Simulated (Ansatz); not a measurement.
**Ti: a strain scan**

The task, for Ti: strain the cell along the Voigt pattern (0, 0, 1, 0, 0, 0).

Method: DFT PBEsol, scalar-relativistic, plane waves, PAW, in Ansatz 0.2.0.

## 1. The structure to begin with

It takes space group P6_3/mmc (No. 194, hexagonal). Conventional cell: a = 2.950 Å, b = 2.950 Å, c = 4.686 Å, α = 90.00°, β = 90.00°, γ = 120.00°. Ti (site symmetry -6m2) has 12 Ti at 2.90 to 2.95 Å as nearest neighbours.

Structure file:

```
CELL_PARAMETERS angstrom
2.95000 0.00000 0.00000
-1.47500 2.55477 0.00000
0.00000 0.00000 4.68600
ATOMIC_POSITIONS crystal
Ti 0.33333 0.66667 0.25000
Ti 0.66667 0.33333 0.75000
```

No relaxation comes first: the listed cell is the starting point.

## 2. Zero of energy

The reference gives a free energy of -4947.7686 eV, pressure -5.87 GPa, largest force 0.000 eV/Å and gap on the mesh none (metal). It was computed beforehand with the settings of the runs below.

## 3. The scan: a strain scan

The cell is strained by ε times the Voigt pattern (0, 0, 1, 0, 0, 0) (xx, yy, zz, yz, xz, xy; engineering shear), with fractional coordinates fixed (clamped ions). The stress on the pattern is the sum of the stress components weighted by it, tension positive.

## 4. ε = -0.0400

The input, input.yaml:

```yaml
crystal:
  lattice:
    - [2.9499978604, 0.0, 0.0]
    - [-1.4749989302, 2.5547730882, 0.0]
    - [0.0, 0.0, 4.49856]
  atoms:
    - { symbol: Ti, position: [0.3333333333, 0.6666666667, 0.25] }
    - { symbol: Ti, position: [0.6666666667, 0.3333333333, 0.75] }
basis:
  ecutwfc: 420
kpoints:
  mp_grid: { grid: [18, 18, 10] }
hamiltonian:
  xc: pbesol
scf:
  occupations: { method: gaussian, width: 0.15 }
output:
  forces: true
  stress: true
  eigenvalues: true
```

Command:

```
> ansatz run input.yaml --threads 1 --pin off --max-ram 2560MiB --backend cpu --events-out ev --progress --plain --runs-dir out
```

The log of the run (excerpt; [...] marks lines left out):

```text
Warning: RAYON_NUM_THREADS=1 ignored (pool sized by the plan → 1); use --threads N
[...]
Pseudopotentials: kind: paw
Pseudopotential: Ti, paw, valence charge 12, recommended cutoff 420 eV (normal), Ti.paw.azcp
Functional definition: PBEsol
[...]
Crystal: 2 atoms, lattice volume = 33.904 Å³
Basis set: ecut = 420 eV, 651 PW (Γ), exchange–correlation on 40×40×64 points (8 copies of the dense FFT grid, shifted against one another)
Bands: 16, of which v1, the nominal top of the filled ones, is band 12 counted from 1 (11 counted from 0)
Symmetry: 24 space group operations
Space group: P63/mmc (ITA 194), of the structure as read, at distance tolerance 3.2e-5 Å
k-points: 222 of 3240
[...]
SCF iter   1: F=—  HF=-4947.799254 eV  |F-HF|=—  |Δ(HF+E_count)|=         —  Δρ=9.11e-3  dr2=2.19e-2  ethr=1.77e-3  ⟨swp⟩=3.3  Hψ=13698  notcnv=0
[...]
SCF iter   6: F=-4947.791518 eV  HF=-4947.791518 eV  |F-HF|=1.72e-10  |Δ(HF+E_count)|=   1.52e-8  Δρ=1.10e-6  dr2=2.88e-10  ethr=1.48e-10  ⟨swp⟩=1.6  Hψ=10945  notcnv=0
[...]
SCF converged after 6 iterations
Free energy (F): -4947.791518 eV
[...]
E sigma→0 (E₀):  -4947.779950 eV
Entropy (-TS):   -0.023136 eV (-11.568 meV/atom)
Fermi energy:    13.649396 eV
[...]
--- Forces (eV/Å), atoms counted from 1 ---
  atom   1  Ti     0.00000000    -0.00000000     0.00000000
  atom   2  Ti     0.00000000     0.00000000     0.00000000
[...]
--- Stress (GPa, compression-positive) ---
       -2.796578      -0.000000       0.000000
        0.000000      -2.796578       0.000000
        0.000000       0.000000       1.270224
  P = ⅓ Tr σ = -1.4410 GPa (-14.410 kbar)
--- Band table (eV; the first three rows and the last of 222) ---
  k-point 0: bands = ["-42.9138", "-42.7362", "-19.6847", "-18.9806", "-18.9806", "-18.8466", "-18.8466", "-18.8460", "7.3993", "10.9034", "14.3781", "14.3781", "14.7992", "14.8486", "14.9682", "14.9682"]
[...]
```

It took 2.2 s on 1 thread of AMD EPYC 9R45 (Zen 5), shared host; peak memory 0.41 GiB.

## 5. At ε = 0.0300

input.yaml, as its differences from that of step 4:

```diff
@@ -4,3 +4,3 @@
     - [-1.4749989302, 2.5547730882, 0.0]
-    - [0.0, 0.0, 4.49856]
+    - [0.0, 0.0, 4.82658]
   atoms:
@@ -20 +20,5 @@
   eigenvalues: true
+  write_density: true
+  write_potential: true
+  elf: true
+  volumetric_format: npy
```

Command:

```
> ansatz run input.yaml --threads 1 --pin off --max-ram 2560MiB --backend cpu --events-out ev --progress --plain --runs-dir out
```

The log of the run (excerpt; [...] marks lines left out):

```text
[...]
SCF converged after 6 iterations
Free energy (F): -4947.711536 eV
[...]
E sigma→0 (E₀):  -4947.698904 eV
Entropy (-TS):   -0.025264 eV (-12.632 meV/atom)
Fermi energy:    12.532048 eV
[...]
--- Forces (eV/Å), atoms counted from 1 ---
  atom   1  Ti    -0.00000000    -0.00000000     0.00000000
  atom   2  Ti     0.00000000     0.00000000     0.00000000
[...]
--- Stress (GPa, compression-positive) ---
       -7.452782       0.000000       0.000000
        0.000000      -7.452782       0.000000
        0.000000       0.000000     -10.865739
  P = ⅓ Tr σ = -8.5904 GPa (-85.904 kbar)
--- Band table (eV; the first three rows and the last of 222) ---
  k-point 0: bands = ["-44.1120", "-44.0091", "-20.7480", "-20.1823", "-20.1823", "-20.1678", "-20.1071", "-20.1071", "6.4566", "9.9285", "12.9253", "13.2128", "13.3295", "13.3295", "13.7474", "13.7474"]
[...]
```

Wall time 3.1 s (1 thread of AMD EPYC 9R45 (Zen 5), shared host); peak memory 0.46 GiB.

Density in a lattice plane of the grid's cell (edges 2.95 and 4.83 Å, at 0.333 of the third edge), which holds Ti.

Values in e/Å³, 12 rows by 8 columns:
```
0.19 0.17 0.17 0.22 0.49 1.04 0.88 0.34
0.28 0.18 0.19 0.49 2.98 6.60 5.74 1.67
0.38 0.19 0.21 0.86 5.43 9.80 9.00 3.30
0.29 0.18 0.19 0.50 3.02 6.62 5.77 1.70
0.19 0.17 0.17 0.22 0.53 1.15 0.98 0.36
0.17 0.17 0.17 0.17 0.20 0.23 0.23 0.19
0.19 0.21 0.20 0.19 0.19 0.19 0.19 0.18
0.29 0.42 0.38 0.25 0.21 0.21 0.21 0.21
0.38 0.69 0.59 0.32 0.23 0.22 0.22 0.24
0.28 0.42 0.38 0.25 0.21 0.21 0.21 0.21
0.19 0.20 0.20 0.18 0.19 0.19 0.19 0.18
0.17 0.17 0.17 0.17 0.19 0.22 0.22 0.18
```
Columns run along the first of these edges and rows up along the second, over one cell in 8 and 12 even steps from the bottom left corner. Atoms in the plane (fractional): Ti at (0.67, 0.75).

ELF in the same plane.

Ten even steps from '0' (0.05) to '9' (0.71):
```
35664211222111
14553113677521
12441147888862
11321268523785
11321378300586
11331268523785
12441137888862
14653113677520
35664211222111
44554333232233
32222345666654
10001236899853
11111125899742
12332125899731
13432124899731
12332125899731
11111125899742
11111236899753
32222345666654
45554432222233
```
Columns run along the first of these edges and rows up along the second, over one cell in 14 and 20 even steps from the bottom left corner. Atoms in the plane (fractional): Ti at (0.67, 0.75).

Both are smooth fields of the valence electrons: close to the nuclei they are not physical.

The highest ELF values outside the cores: 0.75 between the atoms, 2.1 Å from Ti.

## 6. ε = -0.0200

input.yaml, as its differences from that of step 5:

```diff
@@ -4,3 +4,3 @@
     - [-1.4749989302, 2.5547730882, 0.0]
-    - [0.0, 0.0, 4.82658]
+    - [0.0, 0.0, 4.59228]
   atoms:
@@ -20,5 +20 @@
   eigenvalues: true
-  write_density: true
-  write_potential: true
-  elf: true
-  volumetric_format: npy
```

Command:

```
> ansatz run input.yaml --threads 1 --pin off --max-ram 2560MiB --backend cpu --events-out ev --progress --plain --runs-dir out
```

The log of the run (excerpt; [...] marks lines left out):

```text
[...]
SCF converged after 6 iterations
Free energy (F): -4947.788357 eV
[...]
E sigma→0 (E₀):  -4947.776673 eV
Entropy (-TS):   -0.023367 eV (-11.684 meV/atom)
Fermi energy:    13.315921 eV
[...]
--- Forces (eV/Å), atoms counted from 1 ---
  atom   1  Ti     0.00000000    -0.00000000     0.00000000
  atom   2  Ti     0.00000000     0.00000000     0.00000000
[...]
--- Stress (GPa, compression-positive) ---
       -4.330417       0.000000       0.000000
        0.000000      -4.330417       0.000000
        0.000000       0.000000      -2.651781
  P = ⅓ Tr σ = -3.7709 GPa (-37.709 kbar)
--- Band table (eV; the first three rows and the last of 222) ---
  k-point 0: bands = ["-43.2702", "-43.1180", "-19.9989", "-19.3382", "-19.3382", "-19.2422", "-19.2244", "-19.2244", "7.1127", "10.6225", "14.0688", "14.0688", "14.2549", "14.3208", "14.6042", "14.6042"]
[...]
```

Run time: 2.1 s. Hardware: 1 thread of AMD EPYC 9R45 (Zen 5), shared host; peak memory 0.43 GiB.

## 7. At ε = 0.0100

input.yaml, as its differences from that of step 6:

```diff
@@ -4,3 +4,3 @@
     - [-1.4749989302, 2.5547730882, 0.0]
-    - [0.0, 0.0, 4.59228]
+    - [0.0, 0.0, 4.73286]
   atoms:
```

Command:

```
> ansatz run input.yaml --threads 1 --pin off --max-ram 2560MiB --backend cpu --events-out ev --progress --plain --runs-dir out
```

The log of the run (excerpt; [...] marks lines left out):

```text
[...]
SCF converged after 6 iterations
Free energy (F): -4947.753003 eV
[...]
E sigma→0 (E₀):  -4947.740790 eV
Entropy (-TS):   -0.024427 eV (-12.213 meV/atom)
Fermi energy:    12.837751 eV
[...]
--- Forces (eV/Å), atoms counted from 1 ---
  atom   1  Ti    -0.00000000    -0.00000000     0.00000000
  atom   2  Ti     0.00000000     0.00000000     0.00000000
[...]
--- Stress (GPa, compression-positive) ---
       -6.299200      -0.000000       0.000000
       -0.000000      -6.299200       0.000000
        0.000000       0.000000      -7.886496
  P = ⅓ Tr σ = -6.8283 GPa (-68.283 kbar)
--- Band table (eV; the first three rows and the last of 222) ---
  k-point 0: bands = ["-43.7831", "-43.6627", "-20.4540", "-19.8526", "-19.8526", "-19.8079", "-19.7639", "-19.7639", "6.7094", "10.2048", "13.4323", "13.6198", "13.6198", "13.6417", "14.0815", "14.0815"]
[...]
```

Wall time 2.9 s (1 thread of AMD EPYC 9R45 (Zen 5), shared host); peak memory 0.45 GiB.

## 8. ε = 0.0400

input.yaml, as its differences from that of step 7:

```diff
@@ -4,3 +4,3 @@
     - [-1.4749989302, 2.5547730882, 0.0]
-    - [0.0, 0.0, 4.73286]
+    - [0.0, 0.0, 4.87344]
   atoms:
```

Command:

```
> ansatz run input.yaml --threads 1 --pin off --max-ram 2560MiB --backend cpu --events-out ev --progress --plain --runs-dir out
```

The log of the run (excerpt; [...] marks lines left out):

```text
[...]
SCF converged after 6 iterations
Free energy (F): -4947.686060 eV
[...]
E sigma→0 (E₀):  -4947.673230 eV
Entropy (-TS):   -0.025659 eV (-12.829 meV/atom)
Fermi energy:    12.383685 eV
[...]
--- Forces (eV/Å), atoms counted from 1 ---
  atom   1  Ti    -0.00000000    -0.00000000    -0.00000000
  atom   2  Ti    -0.00000000     0.00000000     0.00000000
[...]
--- Stress (GPa, compression-positive) ---
       -7.983424       0.000000       0.000000
       -0.000000      -7.983424      -0.000000
        0.000000      -0.000000     -12.236743
  P = ⅓ Tr σ = -9.4012 GPa (-94.012 kbar)
--- Band table (eV; the first three rows and the last of 222) ---
  k-point 0: bands = ["-44.2720", "-44.1770", "-20.8919", "-20.3426", "-20.3426", "-20.3425", "-20.2735", "-20.2735", "6.3348", "9.7914", "12.6832", "13.0055", "13.1875", "13.1875", "13.5849", "13.5849"]
[...]
```

It took 3.1 s on 1 thread of AMD EPYC 9R45 (Zen 5), shared host; peak memory 0.46 GiB.

## 9. Point ε = -0.0300

input.yaml, as its differences from that of step 8:

```diff
@@ -4,3 +4,3 @@
     - [-1.4749989302, 2.5547730882, 0.0]
-    - [0.0, 0.0, 4.87344]
+    - [0.0, 0.0, 4.54542]
   atoms:
```

Command:

```
> ansatz run input.yaml --threads 1 --pin off --max-ram 2560MiB --backend cpu --events-out ev --progress --plain --runs-dir out
```

The log of the run (excerpt; [...] marks lines left out):

```text
Warning: RAYON_NUM_THREADS=1 ignored (pool sized by the plan → 1); use --threads N
[...]
[... 3 set-up lines as earlier in the session ...]
[...]
Crystal: 2 atoms, lattice volume = 34.257 Å³
Basis set: ecut = 420 eV, 651 PW (Γ), exchange–correlation on 40×40×64 points (8 copies of the dense FFT grid, shifted against one another)
Bands: 16, of which v1, the nominal top of the filled ones, is band 12 counted from 1 (11 counted from 0)
[... 2 set-up lines as earlier in the session ...]
k-points: 222 of 3240
[...]
SCF iter   1: F=—  HF=-4947.799410 eV  |F-HF|=—  |Δ(HF+E_count)|=         —  Δρ=8.83e-3  dr2=2.07e-2  ethr=1.77e-3  ⟨swp⟩=3.3  Hψ=13652  notcnv=0
[...]
SCF iter   6: F=-4947.792098 eV  HF=-4947.792098 eV  |F-HF|=3.88e-10  |Δ(HF+E_count)|=   9.55e-9  Δρ=1.41e-6  dr2=5.26e-10  ethr=9.02e-11  ⟨swp⟩=1.5  Hψ=10932  notcnv=0
[...]
SCF converged after 6 iterations
Free energy (F): -4947.792098 eV
[...]
E sigma→0 (E₀):  -4947.780470 eV
Entropy (-TS):   -0.023256 eV (-11.628 meV/atom)
Fermi energy:    13.481199 eV
[...]
--- Forces (eV/Å), atoms counted from 1 ---
  atom   1  Ti     0.00000000    -0.00000000     0.00000000
  atom   2  Ti     0.00000000     0.00000000     0.00000000
[...]
--- Stress (GPa, compression-positive) ---
       -3.588811      -0.000000       0.000000
       -0.000000      -3.588811       0.000000
        0.000000       0.000000      -0.729134
  P = ⅓ Tr σ = -2.6356 GPa (-26.356 kbar)
--- Band table (eV; the first three rows and the last of 222) ---
  k-point 0: bands = ["-43.0935", "-42.9291", "-19.8429", "-19.1609", "-19.1609", "-19.0462", "-19.0374", "-19.0374", "7.2541", "10.7628", "14.2224", "14.2224", "14.5470", "14.5574", "14.7846", "14.7846"]
[...]
```

It took 2.1 s on 1 thread of AMD EPYC 9R45 (Zen 5), shared host; peak memory 0.44 GiB.

## 10. Point ε = 0.0200

input.yaml, as its differences from that of step 9:

```diff
@@ -4,3 +4,3 @@
     - [-1.4749989302, 2.5547730882, 0.0]
-    - [0.0, 0.0, 4.54542]
+    - [0.0, 0.0, 4.77972]
   atoms:
@@ -20 +20,5 @@
   eigenvalues: true
+  write_density: true
+  write_potential: true
+  elf: true
+  volumetric_format: npy
```

Command:

```
> ansatz run input.yaml --threads 1 --pin off --max-ram 2560MiB --backend cpu --events-out ev --progress --plain --runs-dir out
```

The log of the run (excerpt; [...] marks lines left out):

```text
Warning: RAYON_NUM_THREADS=1 ignored (pool sized by the plan → 1); use --threads N
[...]
[... 3 set-up lines as earlier in the session ...]
[...]
Crystal: 2 atoms, lattice volume = 36.023 Å³
Basis set: ecut = 420 eV, 699 PW (Γ), exchange–correlation on 40×40×64 points (8 copies of the dense FFT grid, shifted against one another)
Bands: 16, of which v1, the nominal top of the filled ones, is band 12 counted from 1 (11 counted from 0)
[... 1 set-up line as earlier in the session ...]
Space group: P63/mmc (ITA 194), of the structure as read, at distance tolerance 3.3e-5 Å
k-points: 222 of 3240
[...]
SCF iter   1: F=—  HF=-4947.739516 eV  |F-HF|=—  |Δ(HF+E_count)|=         —  Δρ=7.91e-3  dr2=1.72e-2  ethr=1.77e-3  ⟨swp⟩=3.4  Hψ=13630  notcnv=0
[...]
SCF iter   6: F=-4947.733910 eV  HF=-4947.733910 eV  |F-HF|=1.57e-9  |Δ(HF+E_count)|=   1.77e-8  Δρ=2.54e-6  dr2=1.91e-9  ethr=2.38e-10  ⟨swp⟩=4.0  Hψ=17815  notcnv=0
[...]
SCF converged after 6 iterations
Free energy (F): -4947.733910 eV
[...]
E sigma→0 (E₀):  -4947.721469 eV
Entropy (-TS):   -0.024883 eV (-12.441 meV/atom)
Fermi energy:    12.683472 eV
[...]
--- Forces (eV/Å), atoms counted from 1 ---
  atom   1  Ti    -0.00000000    -0.00000000     0.00000000
  atom   2  Ti     0.00000000     0.00000000     0.00000000
[...]
--- Stress (GPa, compression-positive) ---
       -6.891080      -0.000000       0.000000
       -0.000000      -6.891080       0.000000
        0.000000       0.000000      -9.419559
  P = ⅓ Tr σ = -7.7339 GPa (-77.339 kbar)
--- Band table (eV; the first three rows and the last of 222) ---
  k-point 0: bands = ["-43.9490", "-43.8377", "-20.6020", "-20.0189", "-20.0189", "-19.9896", "-19.9372", "-19.9372", "6.5815", "10.0664", "13.1749", "13.4248", "13.4736", "13.4736", "13.9130", "13.9130"]
[...]
```

Run time: 2.9 s. Hardware: 1 thread of AMD EPYC 9R45 (Zen 5), shared host; peak memory 0.45 GiB.

Density in a lattice plane of the grid's cell (edges 2.95 and 4.78 Å, at 0.333 of the third edge), which holds Ti.

Ten even steps from ' ' (0.17 e/Å³) to '@' (10.03 e/Å³):
```
                            
                ........    
              ::==++++--..  
            ..==##%%%%**--  
            ::++%%@@@@##==..
            ..==##%%%%**--  
              ::==++++--..  
                ........    
                            
                            
                            
                            
                            
                            
                            
                            
                            
                            
                            
                            
```
Columns run along the first of these edges and rows up along the second, over one cell in 14 and 20 even steps from the bottom left corner. Atoms in the plane (fractional): Ti at (0.67, 0.75).

ELF in the same plane.

Ten even steps from '0' (0.03) to '9' (0.71):
```
35664211232211
14653113677521
12442147888862
11331268523785
11321378300586
11331268523785
12442147888862
14653113677521
35664211232211
45554433222233
32222345666654
11111246899753
11111135899742
12332125899741
13442125899731
12332125899741
11111135899742
11111246899753
32222345666654
45554433222233
```
Columns run along the first of these edges and rows up along the second, over one cell in 14 and 20 even steps from the bottom left corner. Atoms in the plane (fractional): Ti at (0.67, 0.75).

Both are smooth fields of the valence electrons: close to the nuclei they are not physical.

Maxima of ELF outside the ion cores: 0.75 between the atoms, 2.1 Å from Ti.

## 11. At ε = -0.0100

input.yaml, as its differences from that of step 10:

```diff
@@ -4,3 +4,3 @@
     - [-1.4749989302, 2.5547730882, 0.0]
-    - [0.0, 0.0, 4.77972]
+    - [0.0, 0.0, 4.63914]
   atoms:
@@ -20,5 +20 @@
   eigenvalues: true
-  write_density: true
-  write_potential: true
-  elf: true
-  volumetric_format: npy
```

Command:

```
> ansatz run input.yaml --threads 1 --pin off --max-ram 2560MiB --backend cpu --events-out ev --progress --plain --runs-dir out
```

The log of the run (excerpt; [...] marks lines left out):

```text
[...]
SCF converged after 6 iterations
Free energy (F): -4947.780462 eV
[...]
E sigma→0 (E₀):  -4947.768677 eV
Entropy (-TS):   -0.023569 eV (-11.785 meV/atom)
Fermi energy:    13.153774 eV
[...]
--- Forces (eV/Å), atoms counted from 1 ---
  atom   1  Ti     0.00000000    -0.00000000     0.00000000
  atom   2  Ti     0.00000000     0.00000000     0.00000000
[...]
--- Stress (GPa, compression-positive) ---
       -5.024757       0.000000       0.000000
        0.000000      -5.024757       0.000000
        0.000000       0.000000      -4.496060
  P = ⅓ Tr σ = -4.8485 GPa (-48.485 kbar)
--- Band table (eV; the first three rows and the last of 222) ---
  k-point 0: bands = ["-43.4439", "-43.3031", "-20.1526", "-19.5124", "-19.5124", "-19.4344", "-19.4077", "-19.4077", "6.9749", "10.4828", "13.9173", "13.9173", "13.9720", "14.0895", "14.4270", "14.4270"]
[...]
```

Run time: 2.1 s. Hardware: 1 thread of AMD EPYC 9R45 (Zen 5), shared host; peak memory 0.44 GiB.

## 12. Point ε = 0.0350

input.yaml, as its differences from that of step 11:

```diff
@@ -4,3 +4,3 @@
     - [-1.4749989302, 2.5547730882, 0.0]
-    - [0.0, 0.0, 4.63914]
+    - [0.0, 0.0, 4.85001]
   atoms:
```

Command:

```
> ansatz run input.yaml --threads 1 --pin off --max-ram 2560MiB --backend cpu --events-out ev --progress --plain --runs-dir out
```

The log of the run (excerpt; [...] marks lines left out):

```text
Warning: RAYON_NUM_THREADS=1 ignored (pool sized by the plan → 1); use --threads N
[...]
[... 3 set-up lines as earlier in the session ...]
[...]
Crystal: 2 atoms, lattice volume = 36.552 Å³
Basis set: ecut = 420 eV, 701 PW (Γ), exchange–correlation on 40×40×72 points (8 copies of the dense FFT grid, shifted against one another)
Bands: 16, of which v1, the nominal top of the filled ones, is band 12 counted from 1 (11 counted from 0)
[... 2 set-up lines as earlier in the session ...]
k-points: 222 of 3240
[...]
SCF iter   1: F=—  HF=-4947.704802 eV  |F-HF|=—  |Δ(HF+E_count)|=         —  Δρ=7.87e-3  dr2=1.73e-2  ethr=1.77e-3  ⟨swp⟩=3.4  Hψ=13602  notcnv=0
[...]
SCF iter   6: F=-4947.699176 eV  HF=-4947.699176 eV  |F-HF|=1.01e-9  |Δ(HF+E_count)|=   1.69e-8  Δρ=2.03e-6  dr2=1.29e-9  ethr=2.34e-10  ⟨swp⟩=1.4  Hψ=11115  notcnv=0
[...]
SCF converged after 6 iterations
Free energy (F): -4947.699176 eV
[...]
E sigma→0 (E₀):  -4947.686449 eV
Entropy (-TS):   -0.025454 eV (-12.727 meV/atom)
Fermi energy:    12.457484 eV
[...]
--- Forces (eV/Å), atoms counted from 1 ---
  atom   1  Ti     0.00000000    -0.00000000     0.00000000
  atom   2  Ti    -0.00000000     0.00000000     0.00000000
[...]
--- Stress (GPa, compression-positive) ---
       -7.721863      -0.000000       0.000000
       -0.000000      -7.721863       0.000000
        0.000000       0.000000     -11.560462
  P = ⅓ Tr σ = -9.0014 GPa (-90.014 kbar)
--- Band table (eV; the first three rows and the last of 222) ---
  k-point 0: bands = ["-44.1924", "-44.0935", "-20.8202", "-20.2629", "-20.2629", "-20.2556", "-20.1908", "-20.1908", "6.3954", "9.8599", "12.8033", "13.1086", "13.2582", "13.2582", "13.6658", "13.6658"]
[...]
```

It took 2.3 s on 1 thread of AMD EPYC 9R45 (Zen 5), shared host; peak memory 0.44 GiB.

## 13. Results of the scan

All points in order; energies are free energies above the reference cell:

| ε | ΔE (meV/atom) | stress on the pattern (GPa) | pressure (GPa) |
| --- | --- | --- | --- |
| -0.0400 | -11.5 | -1.27 | -1.4 |
| -0.0300 | -11.7 | 0.73 | -2.6 |
| -0.0200 | -9.9 | 2.65 | -3.8 |
| -0.0100 | -5.9 | 4.50 | -4.8 |
| 0.0000 | 0.0 | 6.25 | -5.9 |
| 0.0100 | 7.8 | 7.89 | -6.8 |
| 0.0200 | 17.3 | 9.42 | -7.7 |
| 0.0300 | 28.5 | 10.87 | -8.6 |
| 0.0350 | 34.7 | 11.56 | -9.0 |
| 0.0400 | 41.3 | 12.24 | -9.4 |

## 14. Outcome

| quantity | value |
| --- | --- |
| slope of the stress at ε = 0, over ±0.0100 | 170 GPa |

In words: The slope of the stress at zero strain, 170 GPa, estimates C33 with clamped ions in this Cartesian frame; letting the atoms relax could not make it stiffer. The reference stands under -5.9 GPa, so this is no zero-stress constant. The undisturbed cell is not the lowest point: the energy is 11.7 meV/atom lower at ε = -0.0300; the cell was taken as given and not relaxed at this level.
